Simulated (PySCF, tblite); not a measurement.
# C5H14BNS: geometry, infrared bands and NMR shifts

Aim: predict the infrared bands and NMR shifts of C5H14BNS (`C[NH2+][BH2-][C@H]1C[C@H](S)C1`).

The runs use tblite 0.8.0 and PySCF 2.14.0, with density-fitted response routines of our own; the level of theory stands in each step. All values are computed, except where a source is named. Atoms count from 0, in the outputs and in this text.

## Step 1: The starting structure

22 atoms, charge 0, multiplicity 1; geometry from: force field or distance geometry start.

Bonds of the start (Å): C0–N1 1.43, N1–B2 1.56, B2–C3 1.57, C3–C4 1.51, C4–C5 1.53, C5–S6 1.81, C5–C7 1.51, C7–C3 1.53, C0–H8 1.12, C0–H9 1.12, C0–H10 1.10, N1–H11 1.05, N1–H12 1.02, B2–H13 1.17, B2–H14 1.20, C3–H15 1.09, C4–H16 1.10, C4–H17 1.10, C5–H18 1.10, S6–H19 1.41, C7–H20 1.10, C7–H21 1.10.

## Step 2: Optimising the geometry with GFN2-xTB

What the job is given:

```
{"job": {"kind": "relax", "xc": "GFN2-xTB", "basis": "xTB"}, "charge": 0, "multiplicity": 1}
C     -3.178700     0.321100     0.527500
N     -1.971800     0.501100    -0.219900
B     -0.947300    -0.645600     0.023200
C      0.462200     0.012100    -0.186900
C      1.422300    -0.035000     0.982500
C      2.503600    -0.160000    -0.094000
S      2.825000     1.459100    -0.827500
C      1.457500    -0.905500    -0.889900
H     -4.010800     0.634300    -0.154900
H     -3.176900     1.081300     1.356000
H     -3.338000    -0.700900     0.912100
H     -1.500900     1.374300     0.128900
H     -2.135900     0.539200    -1.221500
H     -1.110900    -1.198600     1.043800
H     -1.122600    -1.394800    -0.892700
H      0.473000     1.013800    -0.626100
H      1.557900     0.901800     1.545300
H      1.391400    -0.927000     1.623300
H      3.381500    -0.754400     0.198900
H      4.191900     1.594800    -1.138100
H      1.331900    -1.929200    -0.513800
H      1.485300    -0.762700    -1.977900
```

The run is started by

```
$ OMP_NUM_THREADS=1 python probes_run.py task.json out
```

One launch serves the whole session: the jobs run in the order shown.

**Question.** This job is followed by: GFN2-xTB harmonic vibrations, gas phase; GIAO PBE0/pcSseg-1 NMR shielding, non-relativistic, gas phase. What will the session give for the following? strongest single infrared mode (GFN2-xTB); zero-point energy (GFN2-xTB); ¹³C shifts against TMS (PBE0/pcSseg-1, means over atoms taken as alike); ¹H shifts against TMS (PBE0/pcSseg-1, means over atoms taken as alike); ¹⁵N shifts against NH3 (PBE0/pcSseg-1); ¹¹B shifts against BF3·OEt2 (PBE0/pcSseg-1); ³³S shifts against CS2 (PBE0/pcSseg-1); surface potential, 1st and 99th percentile.

As calculated:

```
                                                               quantity                                               value
                              strongest single infrared mode (GFN2-xTB)                               2446 cm⁻¹, 226 km/mol
                                           zero-point energy (GFN2-xTB)                                      117.1 kcal/mol
¹³C shifts against TMS (PBE0/pcSseg-1, means over atoms taken as alike)                          38.5, 35.9, 33.9, 23.1 ppm
 ¹H shifts against TMS (PBE0/pcSseg-1, means over atoms taken as alike)  3.74, 2.71, 2.49, 2.16, 2.00, 1.96, 1.64, 1.63 ppm
                                 ¹⁵N shifts against NH3 (PBE0/pcSseg-1)                                            52.3 ppm
                            ¹¹B shifts against BF3·OEt2 (PBE0/pcSseg-1)                                           -12.6 ppm
                                 ³³S shifts against CS2 (PBE0/pcSseg-1)                                             -37 ppm
                                  surface potential, 1st and 99th percentile                                  -1.37 V and 2.32 V
```

**Reading.** Relaxing lowered the energy by 1.379 eV in 173 steps; the close pair that moved most is N1–B2, from 1.557 to 1.644 Å. No mode is imaginary among the 60: a minimum at this level. The strongest single mode, at 2446 cm⁻¹, moves mainly H13. Unscaled tight-binding wavenumbers are off by several per cent, some by more. Its intensities can rank the bands wrongly. At PBE0/pcSseg-1: Shielding is most anisotropic at S6 (span 460 ppm, paramagnetic term -514 ppm).
